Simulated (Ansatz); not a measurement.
**CH₇NSi₂: one species, many methods**

How much do the methods differ for CH₇NSi₂? The plan is to run it at one geometry with functionals of several rungs and with coupled cluster. The yardstick is the atomisation energy at the CCSD(T) limit.

Computed with Ansatz 0.2.0, Gaussian basis. Level: functionals in def2-TZVPP, the program's frozen cores in correlated methods.

Levels to be run: LDA (SPW92), PBE-D4, revPBE-D4, BLYP-D4, r2SCAN-D4, B97M-V, PBE0-D4, B3LYP-D4, r2SCANh-D4, r2SCAN0-D4, HSE06-D4, BHLYP-D4, CAM-B3LYP-D4, LC-ωPBE, ωB97X-V, ωB97M-V, B2PLYP, PBE-QIDH; CCSD(T)/def2-SVP; CCSD(T)/def2-TZVPP; MP2/def2-QZVPP; extrapolation to the limit; RPA on PBE.

### 1 The relaxed structure

The geometry comes from an earlier relaxation with PBE0-D4 in a triple-zeta def2 set; it is a stationary point, not always the lowest conformer.

SMILES `N[SiH]1C[SiH2]1`, 11 atoms, charge 0, spin multiplicity 1.

Atoms are counted from 1 here; the program's logs count them from 0.

Bond lengths: N1–Si2 1.712 Å, N1–H5 1.006 Å, N1–H6 1.007 Å, Si2–C3 1.886 Å, Si2–Si4 2.244 Å, Si2–H7 1.487 Å, C3–Si4 1.906 Å, C3–H8 1.089 Å, C3–H9 1.088 Å, Si4–H10 1.483 Å, Si4–H11 1.483 Å. Angles: Si2–N1–H5 120.2°, Si2–N1–H6 121.3°, H5–N1–H6 111.7°, N1–Si2–C3 116.3°, N1–Si2–Si4 119.8°, N1–Si2–H7 117.3°, C3–Si2–Si4 54.2°, C3–Si2–H7 113.0°, Si4–Si2–H7 119.8°, Si2–C3–Si4 72.5°, Si2–C3–H8 116.8°, Si2–C3–H9 118.2°, Si4–C3–H8 115.2°, Si4–C3–H9 117.5°, H8–C3–H9 111.6°, Si2–Si4–C3 53.3°, Si2–Si4–H10 122.5°, Si2–Si4–H11 122.2° and more.

### 2 LDA

This LDA is Slater exchange with PW92 correlation.

Input file in.yaml:

```yaml
crystal:
  periodic: [false, false, false]
  atoms:
    - {symbol: N, position_ang: [-1.366514, 1.324519, -0.617099]}
    - {symbol: Si, position_ang: [0.209595, 0.771450, -0.240647]}
    - {symbol: C, position_ang: [0.342793, -0.476429, 1.167189]}
    - {symbol: Si, position_ang: [0.708318, -1.405251, -0.457085]}
    - {symbol: H, position_ang: [-1.688460, 1.324882, -1.569963]}
    - {symbol: H, position_ang: [-1.812567, 2.045560, -0.073053]}
    - {symbol: H, position_ang: [1.300938, 1.781736, -0.227870]}
    - {symbol: H, position_ang: [-0.584666, -0.756389, 1.663551]}
    - {symbol: H, position_ang: [1.159849, -0.365445, 1.877029]}
    - {symbol: H, position_ang: [2.098076, -1.889779, -0.639134]}
    - {symbol: H, position_ang: [-0.302061, -2.411754, -0.862117]}
basis:
  gaussian: {orbitals: def2-TZVPP}
hamiltonian: {xc: lda}
output: {orbitals: {seedname: orbitals}}
```

Started as:

```sh
> ansatz run in.yaml --threads 2 --pin off --events-out ev --progress --plain --max-ram 4352MiB
```

Further steps of the session: PBE-D4 (GGA); revPBE-D4 (GGA); BLYP-D4 (GGA); r2SCAN-D4 (meta-GGA); B97M-V (meta-GGA); B3LYP-D4 (hybrid); r2SCANh-D4 (hybrid); r2SCAN0-D4 (hybrid); HSE06-D4 (hybrid); BHLYP-D4 (hybrid); CAM-B3LYP-D4 (range-separated); LC-ωPBE (range-separated); ωB97X-V (range-separated); ωB97M-V (range-separated); B2PLYP (double hybrid); PBE-QIDH (double hybrid); CCSD(T) in def2-SVP; CCSD(T) in def2-TZVPP; MP2 in def2-QZVPP; RPA on PBE orbitals.

**Question.** What will the summary of the whole plan be? Wanted: atomisation energy, CCSD(T)/CBS; farthest beyond LDA; mean size of error, GGA; mean size of error, meta-GGA; mean size of error, hybrid; mean size of error, range-separated; mean size of error, double hybrid; gap, smallest and largest; T1 diagnostic.

As calculated:

| quantity | value |
| --- | --- |
| atomisation energy, CCSD(T)/CBS | 3672.5 kJ/mol |
| functionals within 18.4 kJ/mol (0.5 %) | r2SCAN-D4, PBE0-D4, B3LYP-D4, r2SCANh-D4, HSE06-D4, CAM-B3LYP-D4, ωB97M-V |
| farthest beyond LDA | BHLYP-D4 (-78.9 kJ/mol) |
| mean size of error, GGA | 32.2 kJ/mol |
| mean size of error, meta-GGA | 12.3 kJ/mol |
| mean size of error, hybrid | 25.0 kJ/mol |
| mean size of error, range-separated | 19.0 kJ/mol |
| mean size of error, double hybrid | 43.4 kJ/mol |
| gap, smallest and largest | 4.57 eV (LDA (SPW92)), 11.17 eV (LC-ωPBE) |
| T1 diagnostic | 0.0119 |
| triples share of the correlation energy | 4.0 % |

The LDA atomisation energy is off by 479.4 kJ/mol (13 %): it overbinds. PBE-D4 misses by +34.1 kJ/mol. Double hybrids carry the basis error of their MP2 part in triple zeta, and no dispersion term here, so their miss is partly the set-up's. By mean error the best rung here is meta-GGA (12.3 kJ/mol) and the worst beyond LDA is double hybrid (43.4 kJ/mol). The gap between the best rungs is small, so their order is not settled. Misses under about 18.4 kJ/mol are within the doubt on the reference itself, which lacks core-valence correlation, relativity and higher excitations. Hartree-Fock recovers 72 % of the binding; the rest is correlation. CCSD(T) in def2-SVP is off by -275.6 kJ/mol, so the small basis spoils what the method gains. The gap grows from 4.6 to 11.2 eV across the functionals, mostly with the share of exact exchange.
